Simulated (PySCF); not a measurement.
# C4H10BO: the cost of one run

The runs use PySCF 2.14.0, with density-fitted response routines of our own; the level of theory stands in each step. All values are computed, except where a source is named. Atoms are numbered from 0 throughout.

### Step 1. Starting geometry

16 atoms, charge -1, multiplicity 1; geometry from: GFN2-xTB. The atoms were then displaced at random by about 0.01 Å, so the start is not that level's minimum.

Bonds of the start (Å): O0–B1 1.54, B1–C2 1.68, C2–C3 1.51, C3–C4 1.56, C4–C5 1.54, C5–C2 1.54, O0–H6 0.96, B1–H7 1.21, B1–H8 1.24, C2–H9 1.08, C3–H10 1.10, C3–H11 1.09, C4–H12 1.11, C4–H13 1.12, C5–H14 1.08, C5–H15 1.10.

### Step 2. Optimising the geometry at PBE0-D3(BJ)/def2-SVP

Job settings and geometry (Å):

```
{"job": {"xc": "PBE0", "basis": "def2-SVP", "d3": "d3bj", "grid": 1, "shake": 0.01, "kind": "geom"}, "charge": -1, "multiplicity": 1}
O      2.698620    -0.712830     0.368550
B      1.658790     0.395410     0.600130
C      0.235520     0.062850    -0.220030
C     -0.585260    -1.103340     0.288540
C     -1.843070    -0.187950     0.313050
C     -0.941600     1.023060     0.014060
H      2.795310    -0.748330    -0.584280
H      1.483480     0.458160     1.794600
H      2.087720     1.495740     0.206720
H      0.446370    -0.048350    -1.277460
H     -0.718330    -1.977180    -0.358970
H     -0.306560    -1.450070     1.285340
H     -2.591530    -0.382040    -0.480110
H     -2.400220    -0.135440     1.279590
H     -1.253860     1.621780    -0.833850
H     -0.784430     1.686140     0.882350
```

Run with:

```sh
$ OMP_NUM_THREADS=1 python probes_run.py task.json out
```

One launch serves the whole session: the jobs run in the order shown.

**Question.** How long does this first job take on 1 thread of AMD EPYC 9R14, shared host, and how much memory does it need?

About 76 s, with a peak of 0.59 GiB.
